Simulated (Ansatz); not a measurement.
# CsBe6C3: from a guess to a relaxed structure

The task: take a trial cell of CsBe6C3 to zero force and stress.

Program: Ansatz 0.2.0. Level of theory: DFT PBE, scalar-relativistic, plane waves, PAW. These are calculated values, not measurements.

## 1. The structure to begin with

The structure is orthorhombic, space group Cmmm (No. 65). The conventional cell has a = 5.476 Å, b = 12.652 Å, c = 4.851 Å, α = 90.00°, β = 90.00°, γ = 90.00°. Cs (site symmetry mmm) has 12 Be at 3.20 to 3.45 Å and 8 C at 3.55 to 3.66 Å as nearest neighbours. Be (site symmetry 2/m) is surrounded by 2 C at 1.64 Å. Around Be (site symmetry m) lie 2 C at 1.66 Å. Around C (site symmetry m2m) lie 4 Be at 1.64 to 1.66 Å. Around C (site symmetry mmm) lie 4 Be at 1.66 Å.

Structure file:

```cif
data_structure
_symmetry_space_group_name_H-M 'P 1'
_symmetry_Int_Tables_number 1
_cell_length_a 6.8930
_cell_length_b 6.8930
_cell_length_c 4.8511
_cell_angle_alpha 90.000
_cell_angle_beta 90.000
_cell_angle_gamma 133.194
_cell_volume 168.04
loop_
_atom_site_label
_atom_site_type_symbol
_atom_site_fract_x
_atom_site_fract_y
_atom_site_fract_z
_atom_site_occupancy
Cs1 Cs 0.00000 0.00000 0.50000 1
Be1 Be 0.00000 0.50000 0.50000 1
Be2 Be 0.50000 0.00000 0.50000 1
Be3 Be 0.58902 0.41098 0.25000 1
Be4 Be 0.58902 0.41098 0.75000 1
Be5 Be 0.41098 0.58902 0.25000 1
Be6 Be 0.41098 0.58902 0.75000 1
C1 C 0.67805 0.32195 0.50000 1
C2 C 0.32195 0.67805 0.50000 1
C3 C 0.50000 0.50000 0.00000 1
```

A structure generator made this guess: 4-connected net, bridging atoms on its edges, guests in its cages (Cmmm, No. 65). Its size is a rough estimate.

## 2. A first look at the guess

The input, input.yaml:

```yaml
crystal:
  lattice:
    - [2.73787122, -6.32589222, 0.0]
    - [2.73787122, 6.32589222, 0.0]
    - [0.0, 0.0, 4.85107588]
  atoms:
    - { symbol: Cs, position: [0.0, 0.0, 0.5] }
    - { symbol: Be, position: [0.0, 0.5, 0.5] }
    - { symbol: Be, position: [0.5, 0.0, 0.5] }
    - { symbol: Be, position: [0.58902423, 0.41097577, 0.25] }
    - { symbol: Be, position: [0.58902423, 0.41097577, 0.75] }
    - { symbol: Be, position: [0.41097577, 0.58902423, 0.25] }
    - { symbol: Be, position: [0.41097577, 0.58902423, 0.75] }
    - { symbol: C, position: [0.67804846, 0.32195154, 0.5] }
    - { symbol: C, position: [0.32195154, 0.67804846, 0.5] }
    - { symbol: C, position: [0.5, 0.5, 0.0] }
basis:
  ecutwfc: 420
kpoints:
  mp_grid: { grid: [4, 4, 4] }
hamiltonian:
  xc: pbe
scf:
  occupations: { method: gaussian, width: 0.1 }
  lower_state_search: "off"
output:
  forces: true
  stress: true
  eigenvalues: true
```

On the command line:

```bash
ansatz run input.yaml --threads 1 --pin off --max-ram 2560MiB --backend cpu --events-out ev --progress --plain --runs-dir out
```

Further runs follow: spin check on a coarse mesh; relaxation on the finer mesh.

Before running it: what results should come out? Wanted: conventional cell; volume; energy over the elements; gap on the mesh.

As calculated:

| quantity | value |
| --- | --- |
| symmetry at the end (tolerance 0.05 Å) | space group Cmmm (No. 65) |
| conventional cell | a = 5.936 Å, b = 12.446 Å, c = 4.659 Å, α = 90.00°, β = 90.00°, γ = 90.00° |
| volume | 17.21 Å³/atom |
| energy over the elements | +0.25 eV/atom |
| gap on the mesh | none (metal) |

**Reading.** The space group Cmmm (No. 65) is kept, and the volume per atom grows by 2.4 % from the first guess. The formation energy is positive, so the separate elements lie lower. No finished test with a distortion of lower symmetry is shown, so the end may be a saddle point. Other magnetic orders were not searched.
